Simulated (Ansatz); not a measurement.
**C₅H₅ClF₄O₃Ti: small, medium and large basis sets**

How large a basis does C₅H₅ClF₄O₃Ti need? Two functionals are run in growing sets.

Computed with Ansatz 0.2.0, Gaussian basis. Level: one geometry, several basis sets.

The runs, in order: PBE0-D4/def2-SVP; ωB97M-V/def2-SVP; PBE0-D4/def2-QZVPP; ωB97M-V/def2-QZVPP; the functionals' def2-TZVPP values are taken from earlier runs.

## 1. The geometry

An earlier PBE0-D4 in a triple-zeta def2 set relaxation fixed the geometry.

19 atoms, charge 0, spin multiplicity 1.

Atoms are counted from 1 here; the program's logs count them from 0.

Bond lengths: C1–C2 1.491 Å, C1–H15 1.088 Å, C1–H16 1.092 Å, C1–H17 1.093 Å, C2–C3 1.412 Å, C2–O14 1.255 Å, C3–C4 1.369 Å, C3–H18 1.078 Å, C4–C5 1.531 Å, C4–O9 1.272 Å, C5–F6 1.334 Å, C5–F7 1.331 Å, C5–F8 1.329 Å, O9–Ti10 1.962 Å, Ti10–O11 1.783 Å, Ti10–F12 1.753 Å, Ti10–Cl13 2.207 Å, Ti10–O14 2.074 Å and more. Angles: C2–C1–H15 112.4°, C2–C1–H16 109.3°, C2–C1–H17 108.6°, H15–C1–H16 109.7°, H15–C1–H17 109.6°, H16–C1–H17 107.0°, C1–C2–C3 120.5°, C1–C2–O14 117.3°, C3–C2–O14 122.2°, C2–C3–C4 119.8°, C2–C3–H18 120.2°, C4–C3–H18 120.0°, C3–C4–C5 120.3°, C3–C4–O9 126.9°, C5–C4–O9 112.9°, C4–C5–F6 112.0°, C4–C5–F7 110.0°, C4–C5–F8 110.2° and more.

## 2. PBE0-D4 in def2-SVP

in.yaml

```yaml
crystal:
  periodic: [false, false, false]
  atoms:
    - {symbol: C, position_ang: [-1.794924, -0.889331, 1.882304]}
    - {symbol: C, position_ang: [-0.769495, -0.456032, 0.890005]}
    - {symbol: C, position_ang: [-0.993302, 0.675954, 0.076677]}
    - {symbol: C, position_ang: [-0.047533, 1.054938, -0.837980]}
    - {symbol: C, position_ang: [-0.302714, 2.249068, -1.762269]}
    - {symbol: F, position_ang: [-1.481585, 2.824120, -1.520291]}
    - {symbol: F, position_ang: [-0.290582, 1.851736, -3.032087]}
    - {symbol: F, position_ang: [0.645200, 3.166492, -1.599893]}
    - {symbol: O, position_ang: [1.083020, 0.508378, -1.037616]}
    - {symbol: Ti, position_ang: [2.081196, -0.958511, -0.200077]}
    - {symbol: O, position_ang: [1.890927, -2.704933, -0.505942]}
    - {symbol: F, position_ang: [3.357542, -0.658959, -1.364114]}
    - {symbol: Cl, position_ang: [3.084507, -0.480124, 1.706290]}
    - {symbol: O, position_ang: [0.280576, -1.138336, 0.813167]}
    - {symbol: H, position_ang: [-2.688673, -0.269293, 1.853827]}
    - {symbol: H, position_ang: [-2.062423, -1.931290, 1.693218]}
    - {symbol: H, position_ang: [-1.352803, -0.848482, 2.881100]}
    - {symbol: H, position_ang: [-1.914693, 1.229781, 0.159583]}
    - {symbol: H, position_ang: [1.233961, -3.229576, -0.039604]}
basis:
  gaussian: {orbitals: def2-SVP}
hamiltonian: {xc: pbe0, dispersion: d4}
output: {orbitals: {seedname: orbitals}}
```

Launch:

```console
$ ansatz run in.yaml --threads 11 --pin off --events-out ev --progress --plain --max-ram 174080MiB --backend cpu
```

After this run come: ωB97M-V in def2-SVP; PBE0-D4 in def2-QZVPP; ωB97M-V in def2-QZVPP.

**Question.** What will the summary of the whole plan be? Wanted: PBE0-D4: double and triple zeta above quadruple; ωB97M-V: double and triple zeta above quadruple.

**Answer**, as computed:

```
                                       quantity           value
PBE0-D4: double and triple zeta above quadruple  35.60, 1.94 eV
ωB97M-V: double and triple zeta above quadruple  36.02, 1.81 eV
```

What this shows: For PBE0-D4 the step from double to triple zeta gains 33.66 eV and the next only 1.94 eV. These are total energies; as a rule much of such shifts cancels in differences, which this series doesn't test.
